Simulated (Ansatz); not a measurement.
# LiCa4Ti: the cost of one run

Program: Ansatz 0.2.0. Level of theory: DFT PBE, scalar-relativistic, plane waves, PAW. These are calculated values, not measurements.

### 1 Starting point

The cell holds 12 atoms (Ca8Li2Ti2): a = 7.302 Å, b = 7.302 Å, c = 8.943 Å, α = 90.00°, β = 90.00°, γ = 120.00°.

The sites of an ideal fcc lattice, at a guessed lattice constant, take 2 Ti, 8 Ca, 2 Li (sublattices apart by semicolons), with a shake of 0.02 Å. Warren-Cowley parameters of the first shell (negative: unlike neighbours preferred): Ca-Li -0.12, Ca-Ti -0.12, Li-Ti +0.50. In a cell this small the draw can fall short of the order aimed at.

Structure file:

```xyz
12
Lattice="-5.1635 -5.1635 0.0000 0.0000 5.1635 5.1635 -5.1635 5.1635 -5.1635" Properties=species:S:1:pos:R:3 pbc="T T T"
Li   -2.6010   -0.0094    2.5739
Li   -0.0227    2.6074    2.5687
Ca   -7.7427    7.7014   -0.0083
Ca   -5.1610    0.0060    5.1412
Ca   -5.2029    0.0183   -0.0017
Ca   -2.6029    2.5792   -0.0130
Ca   -7.7324    2.6173    0.0167
Ca   -5.1539    5.1672   -0.0027
Ca   -5.1337    2.5792    2.5626
Ca   -2.5771    5.1586    2.5748
Ti   -7.7357   -0.0340   -2.6052
Ti   -5.1771    2.5628   -2.5847
```

### 2 Relaxation without symmetry, coarse mesh

A cheap relaxation: coarse mesh, no symmetry, loose thresholds.

input.yaml

```yaml
crystal:
  lattice:
    - [-5.16348514, -5.16348514, 0.0]
    - [0.0, 5.16348514, 5.16348514]
    - [-5.16348514, 5.16348514, -5.16348514]
  atoms:
    - { symbol: Li, position: [0.502584041, 0.4996306047, 0.0011412809] }
    - { symbol: Li, position: [0.0004340969, 0.5014330505, 0.0039627456] }
    - { symbol: Ca, position: [0.5019652875, 0.9959383771, 0.9975461547] }
    - { symbol: Ca, position: [0.9978590453, 0.9973582369, 0.0016650723] }
    - { symbol: Ca, position: [0.6704605877, 0.3368388184, 0.3371693182] }
    - { symbol: Ca, position: [0.1687210118, 0.3328552964, 0.3353686179] }
    - { symbol: Ca, position: [0.8304591234, 0.670290946, 0.6670599009] }
    - { symbol: Ca, position: [0.3316806251, 0.6659337778, 0.666464766] }
    - { symbol: Ca, position: [0.6617435167, 0.8287761359, 0.3324836409] }
    - { symbol: Ca, position: [0.1659336003, 0.8318194495, 0.3331701941] }
    - { symbol: Ti, position: [0.8327784132, 0.160830631, 0.6653725973] }
    - { symbol: Ti, position: [0.3361224377, 0.1659470083, 0.6665163328] }
  symmetry: { detect: false }
basis:
  ecutwfc: 420
kpoints:
  mp_grid: { grid: [2, 2, 2], shift: [0.5, 0.5, 0.5] }
hamiltonian:
  xc: pbe
scf:
  occupations: { method: gaussian, width: 0.1 }
  lower_state_search: "off"
output:
  forces: true
  stress: true
  eigenvalues: true
relax:
  adjacent_minimum: "off"
  f_tol: 0.04
  max_steps: 50
  cell: { stress_tol: 0.3 }
```

Started as:

```console
> ansatz run input.yaml --threads 4 --pin off --max-ram 9216MiB --backend cpu --events-out ev --progress --plain --runs-dir out
```

**Question.** How long does this run take on 4 threads of Arm Neoverse V1, shared host, and how much memory does it need?

About 93 s, with a peak of 0.86 GiB.
